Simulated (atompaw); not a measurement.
**Pseudopotential generation for cerium: PAW (atompaw), PBE**

Task: generate the file, and judge it by its logarithmic derivatives, its ghosts and its cutoff.

Program: atompaw 4.2.0.5. Reference atom: PBE, scalar-relativistic, spherical and spin-unpolarised. All values are calculated.

## 1. The design

Typed settings, in words:

```json
{"element": "cerium (Ce, Z = 58)", "type": "PAW", "frozen core": "[Xe]", "valence charge": "4", "reference configuration": "4f1 5d1 6s2 6p0", "partial waves": "6s (bound): rc 3.00 bohr; 6s channel at 0.05 Ry: rc 3.00 bohr; 6p (bound, empty): rc 3.00 bohr; 6p channel at 1 Ry: rc 3.00 bohr; 5d (bound): rc 3.00 bohr; 5d channel at 0.15 Ry: rc 3.00 bohr; 4f (bound): rc 1.55 bohr; 4f channel at 1 Ry: rc 1.55 bohr", "local potential": "troulliermartins scheme with l = 4 at 0 Ry, radius 2.10 bohr", "core correction": "smooth core density matched at 1.65 bohr", "augmentation charge": "sinc compensation charge, radius 2.55 bohr; PAW radius 3.00 bohr; waves and projectors: custom polynom gramschmidtortho"}
```

An earlier all-electron run gives the scale for the radii.

All-electron outer shells of the reference configuration (PBE, scalar-relativistic, ld1.x):

| shell | level (eV) | outermost node (bohr) | outermost maximum (bohr) |
| --- | --- | --- | --- |
| 5s | -40.59 | 0.75 | 1.37 |
| 5p | -23.22 | 0.81 | 1.55 |
| 4f | -5.38 | – | 0.71 |
| 6s | -3.74 | 1.82 | 3.72 |
| 5d | -3.06 | 0.92 | 2.15 |
| 6p | -1.35 | 2.16 | 4.90 |

## 2. Generation

Contents of Ce.input:

```
Ce 58
GGA-PBE scalarrelativistic loggrid 2001 logderivrange -2 5 176
6 6 5 4 0 0
6 1 0
5 2 1
4 3 1
0 0 0
c
c
c
c
c
v
c
c
c
c
v
c
c
v
v
3
3.00 2.55 2.10 1.65
y
0.05
n
y
1
n
y
0.15
n
y
1
n
custom polynom gramschmidtortho sinc
4 0 troulliermartins
3.00
3.00
3.00
3.00
3.00
3.00
1.55
1.55
PWSCFOUT
UPFDX 0.0125d0 UPFXMIN -7.d0 UPFZMESH 58.d0
END
```

On the command line:

```bash
atompaw < Ce.input > Ce.log
```

What does the calculation give? Wanted: cutoffs for 10 and 1 mRy, occupied levels; bound ghosts; largest phase difference near zero energy, channels read; lowest eigenvalue of the overlap; share of valence orbitals outside the PAW sphere; UPF file.

**Answer**, as computed:

| quantity | value |
| --- | --- |
| cutoffs for 10 and 1 mRy, occupied levels | 45 Ry and 80 Ry |
| bound ghosts | s at -42.99 eV, p at -23.63 eV |
| largest phase difference near zero energy, channels read | 0.001 rad |
| lowest eigenvalue of the overlap (Bessel basis) | 0.503 (s) |
| share of valence orbitals outside the PAW sphere | 6s 83 %, 6p 95 %, 5d 40 %, 4f 2 % |
| UPF file | written |

A bound ghost (s, p) makes it unfit for use: electrons can fall into a state that the atom doesn't have. Close by lie the frozen 5s level (-40.6 eV) and 5p level (-23.2 eV). By its cutoff, 45 Ry for the looser tolerance, it is of middling hardness. The slowest occupied level is 4f: taken alone it needs 80 Ry to come within 1 mRy, against 10 Ry for 5d. Near zero energy the phases of the channels with partial waves agree within 0.001 rad.
